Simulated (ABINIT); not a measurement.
# EuS3 (I4/mmm) in ABINIT: single point with PBE

Aim: the single point of EuS3 with PBE.

Everything below comes from runs of ABINIT 10.8.3 (patched build). Logs are shortened: lines on timing, memory, paths and dates and some standing lists are left out, and cuts for length are marked. The log counts tension as positive stress, the text compression.

**1. The crystal as given**

It takes space group I4/mmm (No. 139, tetragonal). Conventional cell: a = 3.916 Å, b = 3.916 Å, c = 10.132 Å, α = 90.00°, β = 90.00°, γ = 90.00°. Eu (site symmetry 4/mmm) is surrounded by 4 S at 2.77 Å. Around S (site symmetry 4/mmm) lie 4 Eu at 2.77 Å. S (site symmetry -4m2) is surrounded by 4 S at 2.77 Å.

The cell comes from a database or a generator and needn't be the stable form of this composition.

**2. Single point, PBE, collinear spin, ferromagnetic start**

run.abi reads:

```
pp_dirpath "./"
pseudos "Eu.upf, S.upf"

acell 5.773565454 5.773565454 5.773565454 Angstrom
rprim
    -0.3391718715     0.3391718715     0.8774536359
     0.3391718715    -0.3391718715     0.8774536359
     0.3391718715     0.3391718715    -0.8774536359
ntypat 2
znucl 63 16
natom 4
typat 1 2 2 2
xred
     0.0000000000     0.0000000000     0.0000000000
     0.5000000000     0.5000000000     0.0000000000
     0.2500000000     0.7500000000     0.5000000000
     0.7500000000     0.2500000000     0.5000000000

ecut 26.0

kptopt 1
ngkpt 8 8 8
nshiftk 1
shiftk 0.0 0.0 0.0

ixc 11

nband 24
occopt 3
tsmear 0.00183747

nsppol 2
spinat
     0.0000000000     0.0000000000     7.0000000000
     0.0000000000     0.0000000000     0.0000000000
     0.0000000000     0.0000000000     0.0000000000
     0.0000000000     0.0000000000     0.0000000000

nstep 100
tolvrs 1.0e-10

iomode 3
prtwf 0
prteig 0
prtebands 0
enunit 1
prtden 1
prtvha 1
prtvclmb 1
prtpot 1
```

Potentials or basis: PseudoDojo NC SR PBE v0.4 lanthanides 3+ (4f in core; v0.4.1 standard for the other elements).

Started as:

```console
mpirun --bind-to none -np 4 abinit run.abi > log 2>&1
```

run.abo:

```text
.Version 10.8.3 of ABINIT
 Symmetries : space group I4/m m m (#139); Bravais tI (body-center tetrag.)
================================================================================
 Values of the parameters that define the memory need of the present run
     intxc =       0    ionmov =       0      iscf =       7    lmnmax =       7
     lnmax =       7     mgfft =      54  mpssoang =       4    mqgrid =    3001
     natom =       4  nloc_mem =       1    nspden =       2   nspinor =       1
    nsppol =       2      nsym =      16    n1xccc =    2501    ntypat =       2
    occopt =       3   xclevel =       2
       mpw =        3347          nfft =      157464          nkpt =          59
================================================================================
================================================================================

--------------------------------------------------------------------------------
------------- Echo of variables that govern the present computation ------------
--------------------------------------------------------------------------------
 -outvars: echo values of preprocessed input variables --------
            acell      1.0910457478E+01  1.0910457478E+01  1.0910457478E+01 Bohr
              amu      1.51965000E+02  3.20660000E+01
             ecut      2.60000000E+01 Hartree
           enunit           1
                       outvar_i_n : Printing only first  50 k-points.
              ixc          11
                       outvar_i_n : Printing only first  50 k-points.
         kptrlatt        8    0    0      0    8    0      0    0    8
          kptrlen      5.92083245E+01
            natom           4
            nband          24
            ngfft          54      54      54
             nkpt          59
           nspden           2
           nsppol           2
            nstep         100
             nsym          16
           ntypat           2
                       prtocc : prtvol=0, do not print more k-points.
                       1.000000  1.000000  1.000000  1.000000  1.000000  1.000000
                       1.000000  1.000000  1.000000  1.000000  1.000000  1.000000
                       1.000000  1.000000  1.000000  0.000000  0.000000  0.000000
                       0.000000  0.000000  0.000000  0.000000  0.000000  0.000000
                       1.000000  1.000000  1.000000  1.000000  1.000000  1.000000
                       1.000000  1.000000  1.000000  1.000000  1.000000  1.000000
[... 192 lines left out ...]
                       1.000000  1.000000  0.000000  0.000000  0.000000  0.000000
                       0.000000  0.000000  0.000000  0.000000  0.000000  0.000000
                       prtocc : prtvol=0, do not print more k-points.
           occopt           3
        prtebands           0
           prteig           0
           prtpot           1
         prtvclmb           1
           prtvha           1
            prtwf           0
            rprim     -3.3917187150E-01  3.3917187150E-01  8.7745363590E-01
                       3.3917187150E-01 -3.3917187150E-01  8.7745363590E-01
                       3.3917187150E-01  3.3917187150E-01 -8.7745363590E-01
          spgroup         139
           spinat      0.0000000000E+00  0.0000000000E+00  7.0000000000E+00
                       0.0000000000E+00  0.0000000000E+00  0.0000000000E+00
                       0.0000000000E+00  0.0000000000E+00  0.0000000000E+00
                       0.0000000000E+00  0.0000000000E+00  0.0000000000E+00
           tolvrs      1.00000000E-10
           tsmear      1.83747000E-03 Hartree
            typat      1  2  2  2
                       outvars : Printing only first  50 k-points.
           xangst      0.0000000000E+00  0.0000000000E+00  0.0000000000E+00
                       2.1687630405E-17  2.1687630405E-17  5.0660359997E+00
                       1.9582310003E+00 -3.5250283395E-16  2.5330179999E+00
                       0.0000000000E+00  1.9582310003E+00  2.5330179999E+00
            xcart      0.0000000000E+00  0.0000000000E+00  0.0000000000E+00
                       4.0983681785E-17  4.0983681785E-17  9.5734205835E+00
                       3.7005202818E+00 -6.6613381478E-16  4.7867102917E+00
                       0.0000000000E+00  3.7005202818E+00  4.7867102917E+00
             xred      0.0000000000E+00  0.0000000000E+00  0.0000000000E+00
                       5.0000000000E-01  5.0000000000E-01  1.1075113407E-17
                       2.5000000000E-01  7.5000000000E-01  5.0000000000E-01
                       7.5000000000E-01  2.5000000000E-01  5.0000000000E-01
            znucl       63.00000   16.00000

[... 98 lines left out ...]
- [  7.5000E-01,   2.5000E-01,   5.0000E-01,  S]
cartesian_forces: # hartree/bohr
- [ -2.57276392E-29,  -2.72864863E-29,  -4.67111543E-30, ]
- [ -2.57276392E-29,  -2.72864863E-29,  -4.67111543E-30, ]
- [  2.42620564E-29,   5.75041381E-29,   5.23762336E-30, ]
- [  2.71932219E-29,  -2.93116552E-30,   4.10460749E-30, ]
force_length_stats: {min:   2.76570217E-29, max:   6.26323077E-29, mean:   4.14686486E-29, }
...

 Integrated electronic and magnetization densities in atomic spheres:
 ------------------------------------------------------------------------------------------------------------
 Radius=ratsph(iatom), smearing ratsm=  0.0000. Diff(up-dn)=approximate z local magnetic moment.
    Atom    Radius    up_density   dn_density  Total(up+dn)  Diff(up-dn)
    1 Eu   2.00000     3.509645     3.509645      7.019290     0.000000
    2  S   2.00000     1.974476     1.974477      3.948953    -0.000000
    3  S   2.00000     1.875564     1.875564      3.751128    -0.000001
    4  S   2.00000     1.875564     1.875564      3.751128    -0.000001
 ------------------------------------------------------------------------------------------------------------
  Sum:                 9.235249     9.235250     18.470499    -0.000002
 Total magnetization (from the atomic spheres):               -0.000002
 Total magnetization (exact up - dn):                         -0.000002

================================================================================

 ----iterations are completed or convergence reached----

 Mean square residual over all n,k,spin=   25.091E-08; max=  17.187E-05
 reduced coordinates (array xred) for    4 atoms
       0.000000000000      0.000000000000      0.000000000000
       0.500000000000      0.500000000000      0.000000000000
       0.250000000000      0.750000000000      0.500000000000
       0.750000000000      0.250000000000      0.500000000000
 rms dE/dt=  1.5587E-28; max dE/dt=  3.3921E-29; dE/dt below (all hartree)
    1       0.000000000000      0.000000000000      0.000000000000
    2       0.000000000000      0.000000000000      0.000000000000
    3      -0.000000000000      0.000000000000     -0.000000000000
    4       0.000000000000     -0.000000000000     -0.000000000000

 cartesian coordinates (angstrom) at end:
    1      0.00000000000000     0.00000000000000     0.00000000000000
    2      0.00000000000000     0.00000000000000     5.06603599971893
    3      1.95823100026093    -0.00000000000000     2.53301799985947
    4      0.00000000000000     1.95823100026093     2.53301799985947

 cartesian forces (hartree/bohr) at end:
    1     -0.00000000000000    -0.00000000000000    -0.00000000000000
    2     -0.00000000000000    -0.00000000000000    -0.00000000000000
    3      0.00000000000000     0.00000000000000     0.00000000000000
    4      0.00000000000000    -0.00000000000000     0.00000000000000
 frms,max,avg= 2.5073696E-29 5.7504138E-29   0.000E+00  0.000E+00  0.000E+00 h/b

 cartesian forces (eV/Angstrom) at end:
    1     -0.00000000000000    -0.00000000000000    -0.00000000000000
    2     -0.00000000000000    -0.00000000000000    -0.00000000000000
    3      0.00000000000000     0.00000000000000     0.00000000000000
    4      0.00000000000000    -0.00000000000000     0.00000000000000
 frms,max,avg= 1.2893413E-27 2.9569817E-27   0.000E+00  0.000E+00  0.000E+00 e/A
 length scales= 10.910457478062 10.910457478062 10.910457478062 bohr
              =  5.773565454000  5.773565454000  5.773565454000 angstroms
 Fermi (or HOMO) energy (eV) =   6.86739   Average Vxc (eV)= -10.80591
 Eigenvalues (   eV  ) for nkpt=  59  k points, SPIN UP:
 kpt#   1, nband= 24, wtk=  0.00195, kpt=  0.0000  0.0000  0.0000 (reduced coord)
 -35.87275  -14.41107  -14.30528  -14.30528   -7.86801   -5.21446   -3.43157    1.70455
   2.56078    2.56078    4.42432    4.98247    4.98247    7.11901    8.42393    8.42393
   9.23215    9.36504   10.02746   10.91118   10.91118   11.21221   12.16441   15.49100
 prteigrs : prtvol=0 or 1, do not print more k-points.

 Eigenvalues (   eV  ) for nkpt=  59  k points, SPIN DOWN:
 kpt#   1, nband= 24, wtk=  0.00195, kpt=  0.0000  0.0000  0.0000 (reduced coord)
 -35.87275  -14.41107  -14.30528  -14.30528   -7.86801   -5.21446   -3.43158    1.70455
   2.56078    2.56078    4.42432    4.98247    4.98247    7.11901    8.42393    8.42393
   9.23215    9.36504   10.02747   10.91119   10.91119   11.21221   12.16441   15.47360
 prteigrs : prtvol=0 or 1, do not print more k-points.

--- !EnergyTerms
iteration_state     : {dtset: 1, }
comment             : Components of total free energy in Hartree
kinetic             :  2.11268465338120E+01
hartree             :  6.63193829067773E+00
xc                  : -1.96663046744434E+01
Ewald energy        : -6.21160962533466E+01
psp_core            :  3.10422205563983E+00
local_psp           : -2.98076974659962E+01
non_local_psp       :  6.63296524476183E+00
internal            : -7.40941262688949E+01
'-kT*entropy'       : -7.43570315997800E-04
total_energy        : -7.40948698392109E+01
total_energy_eV     : -2.01622412204045E+03
band_energy         : -4.87135449224104E+00
...

 Cartesian components of stress tensor (hartree/bohr^3)
  sigma(1 1)=  2.54040188E-05  sigma(3 2)=  0.00000000E+00
  sigma(2 2)=  2.54040188E-05  sigma(3 1)=  0.00000000E+00
  sigma(3 3)= -1.45436134E-05  sigma(2 1)=  0.00000000E+00

-Cartesian components of stress tensor (GPa)         [Pressure= -3.5565E-01 GPa]
- sigma(1 1)=  7.47412038E-01  sigma(3 2)=  0.00000000E+00
- sigma(2 2)=  7.47412038E-01  sigma(3 1)=  0.00000000E+00
- sigma(3 3)= -4.27887879E-01  sigma(2 1)=  0.00000000E+00

== END DATASET(S) ==============================================================
================================================================================

 -outvars: echo values of variables after computation  --------
            acell      1.0910457478E+01  1.0910457478E+01  1.0910457478E+01 Bohr
           etotal     -7.4094869839E+01
            fcart     -2.5727639156E-29 -2.7286486272E-29 -4.6711154258E-30
                      -2.5727639156E-29 -2.7286486272E-29 -4.6711154258E-30
                       2.4262056397E-29  5.7504138062E-29  5.2376233605E-30
                       2.7193221915E-29 -2.9311655175E-30  4.1046074910E-30
            rprim     -3.3917187150E-01  3.3917187150E-01  8.7745363590E-01
                       3.3917187150E-01 -3.3917187150E-01  8.7745363590E-01
                       3.3917187150E-01  3.3917187150E-01 -8.7745363590E-01
           strten      2.5404018832E-05  2.5404018832E-05 -1.4543613413E-05
                       0.0000000000E+00  0.0000000000E+00  0.0000000000E+00
           xangst      0.0000000000E+00  0.0000000000E+00  0.0000000000E+00
                       2.1687630405E-17  2.1687630405E-17  5.0660359997E+00
                       1.9582310003E+00 -3.5250283395E-16  2.5330179999E+00
                       0.0000000000E+00  1.9582310003E+00  2.5330179999E+00
             xred      0.0000000000E+00  0.0000000000E+00  0.0000000000E+00
                       5.0000000000E-01  5.0000000000E-01  1.1075113407E-17
                       2.5000000000E-01  7.5000000000E-01  5.0000000000E-01
                       7.5000000000E-01  2.5000000000E-01  5.0000000000E-01
 Calculation completed.
```

It took 4.1 min on 4 MPI ranks of Arm Neoverse V1, shared host; peak memory 0.72 GiB.

What came out:

| Item | Value |
| --- | --- |
| Free energy | -2016.2241 eV |
| Pressure | -0.4 GPa |
| Band gap on the k mesh | none (metal or under the smearing width) |
| Net moment | 0.00 μB per cell |
| Valence electrons inside the program's atomic spheres | Eu 7.02; S 3.95, 3.75 |

Caveat: spin-orbit coupling is left out, which moves the levels of the heavy elements; the 4f electrons are frozen in the core as for a trivalent ion, so they carry no moment and show no levels, and Eu and Yb are often divalent.
